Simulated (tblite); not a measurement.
# C4H11GaOSi2: the cost of one run

Computed with tblite 0.8.0 and PySCF 2.14.0, with density-fitted response routines of our own, on a single molecule in the gas phase. Atoms are numbered from 0 throughout.

### Step 1. The starting structure

19 atoms, charge 0, multiplicity 1; geometry from: force field or distance geometry start.

Bonds of the start (Å): C0–C1 1.47, C1–C2 1.21, C2–Si3 1.83, Si3–C4 1.85, C4–Ga5 2.03, C4–O6 1.38, O6–Si7 1.72, C0–H8 1.10, C0–H9 1.11, C0–H10 1.10, Si3–H11 1.47, Si3–H12 1.48, C4–H13 1.10, Ga5–H14 1.48, Ga5–H15 1.50, Si7–H16 1.47, Si7–H17 1.49, Si7–H18 1.47.

### Step 2. Optimising the geometry with GFN2-xTB

Job settings and geometry (Å):

```
{"job": {"kind": "relax", "xc": "GFN2-xTB", "basis": "xTB"}, "charge": 0, "multiplicity": 1}
C      3.879900     0.702100     0.283100
C      2.634900    -0.080600     0.200200
C      1.618400    -0.727800     0.153800
Si     0.059100    -1.685500     0.022300
C     -1.297100    -0.481500    -0.337400
Ga    -0.867000     0.568600    -2.024300
O     -1.312600     0.605200     0.515500
Si    -2.876300     0.656000     1.219200
H      3.610900     1.743900     0.049500
H      4.390800     0.581000     1.258800
H      4.571300     0.361600    -0.503900
H     -0.182800    -2.375800     1.295300
H      0.105100    -2.621400    -1.120300
H     -2.270300    -0.999000    -0.348800
H     -0.198000     1.863900    -1.791000
H     -1.800300    -0.077300    -3.010900
H     -3.524300    -0.630600     0.910500
H     -3.701600     1.701100     0.552000
H     -2.850100     0.905300     2.668800
```

Command:

```sh
$ OMP_NUM_THREADS=1 python probes_run.py task.json out
```

The driver reads the jobs from task.json and runs them one after another.

**Question.** How long does this first job take on 1 thread of Arm Neoverse V2, shared host, and how much memory does it need?

About 2 s, with a peak of 0.18 GiB.
